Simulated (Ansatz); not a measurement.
CsLiCr2Te2S3:

```
Cs Li Cr Te S
1.0
     3.60358    0.00000    0.00000
    -1.80179    3.12079    0.00000
     0.00000    0.00000   19.06651
Cs Li Cr Te S
1 1 2 2 3
Direct
  0.00000 0.00000 0.37399
  0.66667 0.33333 0.01607
  0.00000 0.00000 0.86637
  0.33333 0.66667 0.16833
  0.33333 0.66667 0.53891
  0.66667 0.33333 0.77276
  0.00000 0.00000 0.10030
  0.33333 0.66667 0.92920
  0.66667 0.33333 0.23408
```

The cell was built by a generator and needn't be a form met in nature.

```yaml
Program: Ansatz 0.2.0
Task: relaxation of cell and atoms
Functional: PBE
Dispersion: D3(BJ)
Potentials_or_basis: Ansatz PAW
Cutoff: "420 eV (not typed: the program's choice for these potentials)"
k_mesh: 6 × 6 × 1
Occupations: fermi-dirac, width 0.05 eV
Spin: collinear spin, ferromagnetic start
Starting_moments: "[0.0, 0.0, 3.0, 3.0, 0.0, 0.0, 0.0, 0.0, 0.0] μB"
```

At the start: volume 23.82 Å³/atom.

Task: How do energy, volume and symmetry change on relaxing?

Result: It ends after 17 steps and the volume is 22.00 Å³/atom (-7.7 %); space group P3m1 (No. 156, to 0.05 Å); moment 5.82 μB per cell.

The path:
```csv
step,energy change (eV),largest force (eV/Å),volume (Å³)
1,0.0000,2.0600,214.42
2,-0.0137,0.2378,215.01
3,-0.0550,0.3024,210.24
4,-0.1080,0.2802,205.38
5,-0.1369,1.7346,198.55
6,-0.1503,0.0819,199.82
7,-0.1532,0.0942,198.97
8,-0.1550,0.0781,198.74
9,-0.1574,0.0747,198.18
10,-0.1576,0.0469,197.85
11,-0.1578,0.0539,197.96
12,-0.1579,0.0681,197.99
13,-0.1582,0.0150,197.89
14,-0.1582,0.0132,197.90
15,-0.1582,0.0102,197.95
16,-0.1582,0.0049,197.98
17,-0.1564,0.0047,197.98
```

Final structure:
```cif
data_structure
_symmetry_space_group_name_H-M 'P 1'
_symmetry_Int_Tables_number 1
_cell_length_a 3.5695
_cell_length_b 3.5695
_cell_length_c 17.9422
_cell_angle_alpha 90.000
_cell_angle_beta 90.000
_cell_angle_gamma 120.000
_cell_volume 197.98
loop_
_atom_site_label
_atom_site_type_symbol
_atom_site_fract_x
_atom_site_fract_y
_atom_site_fract_z
_atom_site_occupancy
Cs1 Cs 0.00000 0.00000 0.38704 1
Li1 Li 0.66667 0.33333 0.01620 1
Cr1 Cr 0.00000 0.00000 0.85338 1
Cr2 Cr 0.33333 0.66667 0.17106 1
Te1 Te 0.33333 0.66667 0.55966 1
Te2 Te 0.66667 0.33333 0.75137 1
S1 S 0.00000 0.00000 0.09890 1
S2 S 0.33333 0.66667 0.92194 1
S3 S 0.66667 0.33333 0.24047 1
```

Caveat: the plane-wave basis is chosen anew once the cell has moved, so the energies of steps on either side of that aren't comparable; only a ferromagnetic start was run, and an antiferromagnetic order may lie lower in energy; pairwise dispersion overbinds metals, which lowers pressure and volume.
